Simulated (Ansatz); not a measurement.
# GeH (doublet): from Hartree-Fock to the top rungs at distance Ge1–H2 = 1.312 Å, cc-pVTZ

Aim: climb from Hartree-Fock through coupled cluster and multireference methods for GeH (doublet) at one geometry and basis, and see what each rung misses.

Method: cc-pVTZ, core rule «outside noble gas», up to 14 orbitals frozen; program: Ansatz 0.2.0, Gaussian basis.

Plan: UHF; CCSD(T) on ROHF; CCSD(T) on UHF; BCCD(T) on ROHF; CISD; CCSDT(Q) on ROHF; CCSDT(Q) on UHF; CASSCF and MRCISD+Q, 3 electrons in 3 orbitals; CASSCF and NEVPT2, 3 electrons in 3 orbitals; CASSCF and MRCISD+Q, 5 electrons in 5 orbitals; CASSCF and NEVPT2, 5 electrons in 5 orbitals; Full CI; Full CI in the symmetry of the determinant.

19 further runs of the same task are left out: 13 that didn't finish, 6 set aside as unsound or not needed.

## Step 1: The geometry

The geometry derives from a PBE0/def2-TZVP stationary point (not a proven minimum). One bond is set to the value named and the two fragments are kept rigid. No spin-orbit coupling is included. The filled d shell of Ge may be among the frozen orbitals whatever the setting's name suggests; the logs give the count.

2 atoms, charge 0, spin multiplicity 2.

Atoms are counted from 1 here; the program's logs count them from 0.

Bond lengths: Ge1–H2 1.312 Å.

Coordinates:

```
Ge    0.0000    0.0000    0.0000
H     0.0000    0.0000    1.3120
```

## Step 2: UHF

Contents of in.yaml:

```yaml
crystal:
  periodic: [false, false, false]
  atoms:
    - {symbol: Ge, position_ang: [0.000000, 0.000000, 0.000000]}
    - {symbol: H, position_ang: [0.000000, 0.000000, 1.312000]}
basis:
  gaussian: {orbitals: cc-pVTZ}
magnetization: {spin_polarized: true, initial_magnetization: 1}
hamiltonian: {xc: hf}
output: {orbitals: {seedname: orbitals}}
```

Run with:

```console
$ ansatz run in.yaml --threads 1 --pin off --events-out ev --progress --plain --max-ram 2393MiB
```

Further steps of the session: CCSD(T) on ROHF; CCSD(T) on UHF; BCCD(T) on ROHF; CISD; CCSDT(Q) on ROHF; CCSDT(Q) on UHF; CASSCF and MRCISD+Q, 3 electrons in 3 orbitals; CASSCF and NEVPT2, 3 electrons in 3 orbitals; CASSCF and MRCISD+Q, 5 electrons in 5 orbitals; CASSCF and NEVPT2, 5 electrons in 5 orbitals; Full CI; Full CI in the symmetry of the determinant.

Before running them: what should the planned runs give, taken together? Wanted: FCI below the RHF energy; RMP2 from FCI; UMP2 from FCI; RCCSD from FCI; RCCSD(T) from FCI; UCCSD(T) from FCI; RCCSDT(Q) from FCI; UCCSDT(Q) from FCI; NEVPT2 pair from FCI.

As calculated:

```
                         quantity                                                                                               value
         FCI below the RHF energy                                                                                          -2.7652 eV
                    RMP2 from FCI                                                                                     +14.04 kcal/mol
                    UMP2 from FCI                                                                                     +14.30 kcal/mol
                   RCCSD from FCI                                                                                      +1.90 kcal/mol
                RCCSD(T) from FCI                                                                                      +0.37 kcal/mol
                UCCSD(T) from FCI                                                                                      +0.29 kcal/mol
               RCCSDT(Q) from FCI                                                                                       0.00 kcal/mol
               UCCSDT(Q) from FCI                                                                                      -0.09 kcal/mol
             NEVPT2 pair from FCI                                                                                     +12.04 kcal/mol
           MRCISD+Q pair from FCI                                                                                      -0.12 kcal/mol
          NEVPT2 valence from FCI                                                                                     +12.53 kcal/mol
levels within 1 kcal/mol (43 meV)  RCCSD(T), UCCSD(T), BCCD(T), RCCSDT, UCCSDT, RCCSDT(Q), UCCSDT(Q), MRCISD+Q pair, MRCISD+Q valence
                    T1 diagnostic                                                                                               0.019
   effectively unpaired electrons                                                                                                1.05
```

In words: RCCSD(T) lands +0.37 kcal/mol from the yardstick (0.6 % of the correlation energy). UCCSDT, UCCSDT(Q), MRCISD+Q pair, MRCISD+Q valence fall below full CI: unrestricted runs freeze a spin-polarised core, another one than full CI's, and coupled cluster isn't variational. One determinant dominates. Of the multireference levels listed MRCISD+Q pair comes nearest in total energy (-0.12 kcal/mol), which doesn't show that its space is the better one. These misses are within one basis, not against nature; the frozen cores of restricted and unrestricted runs differ, which can shift their rows.
